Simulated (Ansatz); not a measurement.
**CH₇NOSSi: a ladder of functionals and wavefunction methods**

An exercise on one series of results from a longer session: the logs are not shown, and one member is left open.

Method: functionals in def2-TZVPP, the program's frozen cores in correlated methods; program: Ansatz 0.2.0, Gaussian basis.

Levels to be run: PBE-D4, r2SCAN-D4, PBE0-D4, B3LYP-D4, ωB97X-V, ωB97M-V, B2PLYP; CCSD(T)/def2-TZVPP; MP2/def2-QZVPP; extrapolation to the limit.

### The geometry

All runs share one geometry, relaxed beforehand with PBE0-D4 in a triple-zeta def2 set.

12 atoms, charge 0, spin multiplicity 1.

Atoms are counted from 1 here; the program's logs count them from 0.

Bond lengths: N1–C2 1.423 Å, N1–H6 1.013 Å, N1–H7 1.011 Å, C2–O3 1.396 Å, C2–S4 1.849 Å, C2–H8 1.096 Å, O3–H9 0.965 Å, S4–Si5 2.135 Å, Si5–H10 1.486 Å, Si5–H11 1.482 Å, Si5–H12 1.486 Å. Angles: C2–N1–H6 111.2°, C2–N1–H7 112.0°, H6–N1–H7 109.2°, N1–C2–O3 110.4°, N1–C2–S4 113.2°, N1–C2–H8 108.3°, O3–C2–S4 106.8°, O3–C2–H8 111.5°, S4–C2–H8 106.6°, C2–O3–H9 106.5°, C2–S4–Si5 99.0°, S4–Si5–H10 109.6°, S4–Si5–H11 113.4°, S4–Si5–H12 105.3°, H10–Si5–H11 109.7°, H10–Si5–H12 109.7°, H11–Si5–H12 109.2°.

Set-up of the first run:

File in.yaml:

```yaml
crystal:
  periodic: [false, false, false]
  atoms:
    - {symbol: N, position_ang: [-1.415801, -0.679316, 1.570981]}
    - {symbol: C, position_ang: [-0.351741, -0.139983, 0.795672]}
    - {symbol: O, position_ang: [0.596644, -1.125662, 0.516847]}
    - {symbol: S, position_ang: [-0.909236, 0.540730, -0.830068]}
    - {symbol: Si, position_ang: [0.997692, 0.802696, -1.752809]}
    - {symbol: H, position_ang: [-1.976908, -1.322641, 1.024672]}
    - {symbol: H, position_ang: [-2.012461, 0.043736, 1.950004]}
    - {symbol: H, position_ang: [0.089557, 0.696219, 1.349954]}
    - {symbol: H, position_ang: [0.784590, -1.569414, 1.352724]}
    - {symbol: H, position_ang: [1.931752, 1.445546, -0.791586]}
    - {symbol: H, position_ang: [1.587651, -0.461713, -2.251911]}
    - {symbol: H, position_ang: [0.755260, 1.714501, -2.900577]}
basis:
  gaussian: {orbitals: def2-TZVPP}
hamiltonian: {xc: pbe, dispersion: d4}
output: {forces: true, orbitals: {seedname: orbitals}}
```

Launch:

```bash
$ ansatz run in.yaml --threads 4 --pin off --events-out ev --progress --plain --max-ram 10444MiB
```

Steps of the session up to this table: PBE-D4 (GGA); r2SCAN-D4 (meta-GGA); PBE0-D4 (hybrid); B3LYP-D4 (hybrid); ωB97X-V (range-separated); ωB97M-V (range-separated); B2PLYP (double hybrid); CCSD(T) in def2-TZVPP; MP2 in def2-QZVPP.

One of the session's tables, all rows but one given; the rest of the session is left out.

```
            method  atomisation energy (kcal/mol)
            PBE-D4                          989.5
         r2SCAN-D4                          970.7
           PBE0-D4                              ?
          B3LYP-D4                          970.2
           ωB97X-V                          977.3
           ωB97M-V                          976.3
            B2PLYP                          956.6
     HF/def2-TZVPP                          667.7
    MP2/def2-TZVPP                          953.5
   CCSD/def2-TZVPP                          924.9
CCSD(T)/def2-TZVPP                          941.1
           MP2/CBS                          984.7
       CCSD(T)/CBS                          972.3
```

**Question.** Estimate the row for PBE0-D4.

As computed: atomisation energy (kcal/mol): 969.1. In the column «atomisation energy (kcal/mol)» it lies between B2PLYP (956.6) and B3LYP-D4 (970.2).

Among the levels timed on like hardware and quicker than the yardstick, those that no quicker one beats, quickest first: PBE-D4 (2.1 s, +17.3 kcal/mol); PBE0-D4 (2.5 s, -3.2 kcal/mol); r2SCAN-D4 (3.3 s, -1.6 kcal/mol).

B2PLYP carry no dispersion term (for B3LYP, D4 adds 10.6 kcal/mol).

To keep in mind: Free atoms (1 N, 1 C, 1 O, 1 S, 1 Si, 7 H) were run apart at each level; the atomisation energy is their sum less the molecule, without zero-point or spin-orbit terms.
